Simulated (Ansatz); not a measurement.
Working through a relaxation of cell and ions of AlNi, space group Cmmm

With Ansatz 0.2.0, Python API.

Notebook, run cell by cell (the value of a cell's last expression is shown):

```python
import ansatz as az
from ase import Atoms
from ase.io import write
from ase.neighborlist import neighbor_list
import matplotlib.pyplot as plt
import numpy as np

def edges_and_angles(cell):
    cell = np.asarray(cell)
    a, b, c = np.linalg.norm(cell, axis=1)
    cosines = cell[1] @ cell[2] / (b * c), cell[0] @ cell[2] / (a * c), cell[0] @ cell[1] / (a * b)
    return (a, b, c, *np.degrees(np.arccos(cosines)))
```

```python
crystal = (
    az.Lattice.from_parameters(3.877388, 3.90638, 3.09943, alpha=90, beta=90, gamma=90)
    .space_group(65, hermann_mauguin="Cmmm")
    .atom("Al", (0.0, 0.0, 0.0))
    .atom("Ni", (0.5, 0.0, 0.5))
    .primitive()
    .moments(Ni=2.0)
)

[site.symbol for site in crystal.resolved().sites]
```

    ['Al', 'Ni']

```python
job = (
    crystal.calculation()
    .functional("r2scan")
    .basis(37 * az.Ry)
    .kpoints(11, 11, 10, center="gamma")
    .occupations(az.OccupationsMethod.FERMI_DIRAC, width=0.15)
    .spin("collinear")
    .relax(max_steps=100, pressure=2, stress_tolerance=0.05)
    .density()
)
steps = []


def collect(event):
    if event["event"] == "relax_step":
        steps.append(event["data"])
```

```python
done = job.session().plan().execute(on_event=collect)
summary = done.report
```

    RunWarning: the starting moments were not kept: the SCF closed with an absolute magnetisation of 1.6e-5 μB, where they sum to 2 μB in size (1 site). That is at most 0.1 of that sum. Measured as dr2_m measures the in/out step, that magnetisation stands 6.7e-10 eV from none, at or under the dr2_threshold of 1.0e-7 eV: [...]

```python
summary["n_iterations"], summary["closed_by"]
```

    (7, 'deck_thresholds')

```python
for s in steps:
    flag = "" if s["accepted"] else "  (rejected)"
    print("step %2d  E = %.5f eV  largest force component = %.4f eV/A%s" % (s["step"], s["lagrangian_ev"], s["allowed_force_max_ev_ang"], flag))
```

    step  1  E = -6387.04030 eV  largest force component = 0.0000 eV/A
    step  2  E = -6387.05726 eV  largest force component = 0.0000 eV/A
    step  3  E = -6387.08050 eV  largest force component = 0.0000 eV/A
    step  4  E = -6387.08103 eV  largest force component = 0.0000 eV/A
    step  5  E = -6387.08326 eV  largest force component = 0.0000 eV/A
    step  6  E = -6387.08302 eV  largest force component = 0.0000 eV/A
    step  7  E = -6387.08326 eV  largest force component = 0.0000 eV/A
    step  8  E = -6387.08331 eV  largest force component = 0.0000 eV/A
    step  9  E = -6387.08332 eV  largest force component = 0.0000 eV/A

```python
first, last = steps[0], steps[-1]
symbols = [site.symbol for site in done.lattice.sites]
print(f"energy gained {first['lagrangian_ev'] - last['lagrangian_ev']:.4f} eV in {len(steps) - 1} steps")
for label, vectors in (("before", first["cell_ang"]), ("after", done.lattice.cell_ang)):
    print(label, "a b c (A) {:.4f} {:.4f} {:.4f}  angles {:.2f} {:.2f} {:.2f}".format(*edges_and_angles(vectors)), f" V = {abs(np.linalg.det(vectors)):.3f} A^3")
print("final stress xx yy zz (GPa, compression positive):", np.round(np.diag(summary["stress_gpa"]), 3) + 0.0)
```

    energy gained 0.0430 eV in 8 steps
    before a b c (A) 2.7520 2.7520 3.0994  angles 90.00 90.00 90.43  V = 23.473 A^3
    after a b c (A) 2.8571 2.8571 2.8465  angles 90.00 90.00 90.00  V = 23.236 A^3
    final stress xx yy zz (GPa, compression positive): [2.002 2.002 2.   ]

```python
fig, (top, bottom) = plt.subplots(2, 1, sharex=True, figsize=(4.5, 4))
top.plot([s["lagrangian_ev"] - last["lagrangian_ev"] for s in steps], "o-")
top.set_ylabel("E - E(final) (eV)")
bottom.semilogy([max(s["allowed_force_max_ev_ang"], 1e-6) for s in steps], "s-")
bottom.set(xlabel="step", ylabel="largest force (eV/A)")
fig.tight_layout()
fig.savefig("relax.png", dpi=100)
```

```python
print("atom   start x y z (A)              end x y z (A)")
for symbol, a, b in zip(symbols, first["positions_ang"], last["positions_ang"]):
    print(f"{symbol:3s}", " ".join(f"{v:8.4f}" for v in a), "  ", " ".join(f"{v:8.4f}" for v in b))
```

    atom   start x y z (A)              end x y z (A)
    Al    0.0000   0.0000   0.0000     -0.0000   0.0000   0.0000
    Ni    1.9387   0.0000   1.5497      2.0203   0.0000   1.4233

```python
relaxed = Atoms(symbols, positions=[site.position_ang for site in done.lattice.sites], cell=done.lattice.cell_ang, pbc=True)
write("relaxed.vasp", relaxed, format="vasp")
```

```python
final = Atoms(symbols, positions=last["positions_ang"], cell=done.lattice.cell_ang, pbc=True)
i, j, d = neighbor_list("ijd", final, 4.5)
print("neighbours within 1.15 times the shortest distance of each atom (A)")
for atom in range(len(final)):
    near = [m for m in np.argsort(d) if i[m] == atom]
    shell = [m for m in near if d[m] < 1.15 * d[near[0]]]
    print(f"{symbols[atom]}{atom} ({len(shell)}):", ", ".join(f"{symbols[j[m]]} {d[m]:.3f}" for m in shell))
```

    neighbours within 1.15 times the shortest distance of each atom (A)
    Al0 (8): Ni 2.471, Ni 2.471, Ni 2.471, Ni 2.471, Ni 2.471, Ni 2.471, Ni 2.471, Ni 2.471
    Ni1 (8): Al 2.471, Al 2.471, Al 2.471, Al 2.471, Al 2.471, Al 2.471, Al 2.471, Al 2.471

```python
n_atoms = len(summary["lattice"]["sites"])
print("F =", round(summary["free_energy_ev"], 4), "eV for", n_atoms, "atoms")
print("E(sigma -> 0) =", round(summary["energy_sigma0_ev"], 4), "eV, TS =", round(summary["entropy_ts_ev"], 5), "eV")
print("closed by", summary["closed_by"], "after", summary["n_iterations"], "iterations")

rho = done.density()
up, down = (channel.density_e_per_ang3 for channel in rho.channels)
voxel = rho.cell_volume_ang3 / up.size
print([str(channel.component) for channel in rho.channels], rho.dims)
print(f"integral of up - down {np.sum(up - down) * voxel:.4f}, of its modulus {np.sum(np.abs(up - down)) * voxel:.4f} muB on the grid")
print(f"spin density from {np.min(up - down):.4f} to {np.max(up - down):.4f} e/A^3")
```

    F = -6387.0833 eV for 2 atoms
    E(sigma -> 0) = -6387.0534 eV, TS = 0.05974 eV
    closed by deck_thresholds after 7 iterations
    ['up', 'down'] (24, 24, 24)
    integral of up - down -0.0000, of its modulus 0.0000 muB on the grid
    spin density from -0.0000 to 0.0000 e/A^3

```python
print(f"net moment {summary['magnetization_mub']:.3f} muB, absolute {summary['absolute_magnetization_mub']:.3f} muB")
for index, (site, m) in enumerate(zip(done.lattice.sites, summary["site_moments_mub"])):
    print(f"  {index:2d} {site.symbol:2s} {m:7.3f}")
```

    net moment -0.000 muB, absolute 0.000 muB
       0 Al   0.000
       1 Ni  -0.000

File `relaxed.vasp` afterwards:
```text
Al Ni
 1.0000000000000000
     2.0202564986495433   -2.0202574826294621   -0.0000000000000000
     2.0202564986495437    2.0202574826294621   -0.0000000000000001
     0.0000000000000002    0.0000000000000002    2.8465266377062890
 Al  Ni
   1   1
Cartesian
 -0.0000000000000000  0.0000000000000000  0.0000000000000000
  2.0202564986495437  0.0000000000000001  1.4232633188531445
```

What to keep in mind:
- Total energies depend on the potentials; only differences at equal settings carry meaning. A total without «per atom» is that of the whole cell that was run.
- The SCF didn't keep the moments it started from (some shrank, vanished or turned); what is printed is the state reached.
- Forces vanish by symmetry, so the ions can't move, and the end may be a saddle.
- Part of the cell is held or a pressure is applied, so the end point needn't be the zero-pressure lattice.
- At a fixed pressure a relaxation lowers the enthalpy F + PV, while F alone can rise.
- For a metal this k-point mesh is coarse: on a finer one energies can move by several to tens of meV an atom and pressures by half a GPa or more, differences at one mesh by less.
- Energies along a relaxation are free energies. Rows at an unchanged volume are solved on a plane-wave basis chosen afresh for that cell, so the energy can jump there; the script counts such rows among its steps.
- Within a few hundredths of an angstrom the cell has the higher group P4/mmm; the lower one is a small distortion.
- Edges and angles are those of the cell as typed, here a primitive one, not of the conventional cell.
- The cell relaxed to the group Pm-3m; tensors and edges are in the axes of the typed cell.
- Symmetry holds the cell in this phase, whether or not it is the stable one at this pressure.
- r2SCAN tends to overestimate the moments of itinerant magnets.
- Grid values close to the nuclei reflect the PAW or pseudopotential construction, not the all-electron fields.
- This cell is a computed structure, which may not be the phase found in nature.
- Warnings are shown shortened and without file and line.
- Finished in 3 min on 1 thread of Intel(R) Xeon(R) CPU @ 2.60GHz (Ice Lake), on a shared host, peak memory 0.71 GiB.
